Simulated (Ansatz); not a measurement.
# CH9NO2Si2: up Jacob's ladder to CCSD(T)

One table from this session's results is given with a row withheld; the runs are named, their logs left out.

The runs use Ansatz 0.2.0, Gaussian basis; functionals in def2-TZVPP, the program's frozen cores in correlated methods.

Plan: PBE-D4, r2SCAN-D4, PBE0-D4, B3LYP-D4, ωB97X-V, ωB97M-V, B2PLYP; CCSD(T)/def2-TZVPP; MP2/def2-QZVPP; extrapolation to the limit.

## Structure used throughout

All runs share one geometry, relaxed beforehand with PBE0-D4 in a triple-zeta def2 set.

15 atoms, charge 0, spin multiplicity 1.

Atoms are counted from 1 here; the program's logs count them from 0.

Bond lengths: C1–N2 1.465 Å, C1–H7 1.095 Å, C1–H8 1.094 Å, C1–H9 1.094 Å, N2–Si3 1.725 Å, N2–Si4 1.721 Å, Si3–H10 1.487 Å, Si3–H11 1.488 Å, Si3–H12 1.491 Å, Si4–O5 1.638 Å, Si4–O6 1.634 Å, Si4–H13 1.478 Å, O5–H14 0.958 Å, O6–H15 0.959 Å. Angles: N2–C1–H7 112.3°, N2–C1–H8 110.9°, N2–C1–H9 110.5°, H7–C1–H8 108.2°, H7–C1–H9 107.4°, H8–C1–H9 107.2°, C1–N2–Si3 116.4°, C1–N2–Si4 115.4°, Si3–N2–Si4 127.7°, N2–Si3–H10 109.5°, N2–Si3–H11 108.6°, N2–Si3–H12 113.5°, H10–Si3–H11 109.5°, H10–Si3–H12 108.2°, H11–Si3–H12 107.4°, N2–Si4–O5 109.3°, N2–Si4–O6 114.3°, N2–Si4–H13 108.2° and more.

Set-up of the first run:

in.yaml

```yaml
crystal:
  periodic: [false, false, false]
  atoms:
    - {symbol: C, position_ang: [1.178901, -1.136437, -0.609699]}
    - {symbol: N, position_ang: [0.161202, -0.124509, -0.313504]}
    - {symbol: Si, position_ang: [-1.243803, -0.133784, -1.313470]}
    - {symbol: Si, position_ang: [0.431999, 0.798785, 1.113810]}
    - {symbol: O, position_ang: [-0.745796, 1.927898, 1.258785]}
    - {symbol: O, position_ang: [0.436838, -0.079042, 2.492209]}
    - {symbol: H, position_ang: [0.902596, -2.127120, -0.233223]}
    - {symbol: H, position_ang: [1.349162, -1.215223, -1.687688]}
    - {symbol: H, position_ang: [2.134348, -0.865758, -0.149817]}
    - {symbol: H, position_ang: [-1.972837, 1.152402, -1.158735]}
    - {symbol: H, position_ang: [-0.817081, -0.295018, -2.730320]}
    - {symbol: H, position_ang: [-2.188569, -1.244464, -1.002139]}
    - {symbol: H, position_ang: [1.799963, 1.355544, 1.050646]}
    - {symbol: H, position_ang: [-1.023600, 2.401973, 0.474139]}
    - {symbol: H, position_ang: [-0.403324, -0.415247, 2.808985]}
basis:
  gaussian: {orbitals: def2-TZVPP}
hamiltonian: {xc: pbe, dispersion: d4}
output: {forces: true, orbitals: {seedname: orbitals}}
```

Command:

```
$ ansatz run in.yaml --threads 2 --pin off --events-out ev --progress --plain --max-ram 22528MiB --backend cuda --devices 0, --max-vram 18GiB
```

Among the steps run: PBE-D4 (GGA); r2SCAN-D4 (meta-GGA); PBE0-D4 (hybrid); B3LYP-D4 (hybrid); ωB97X-V (range-separated); ωB97M-V (range-separated); B2PLYP (double hybrid); CCSD(T) in def2-TZVPP; MP2 in def2-QZVPP.

One of the session's tables, all rows but one given; the rest of the session is left out.

| method | atomisation energy (eV) |
| --- | --- |
| PBE-D4 | 57.315 |
| r2SCAN-D4 | 56.859 |
| PBE0-D4 | 56.439 |
| B3LYP-D4 | 56.928 |
| ωB97X-V | 57.234 |
| ωB97M-V | 57.193 |
| B2PLYP | 56.311 |
| HF/def2-TZVPP | 41.124 |
| MP2/def2-TZVPP | 56.328 |
| CCSD/def2-TZVPP | 54.777 |
| CCSD(T)/def2-TZVPP | 55.527 |
| MP2/CBS | 58.005 |
| CCSD(T)/CBS | ? |

Estimate the missing values for CCSD(T)/CBS.

**Answer.** atomisation energy (eV): 57.204. In the column «atomisation energy (eV)» it lies between ωB97M-V (57.193) and ωB97X-V (57.234).
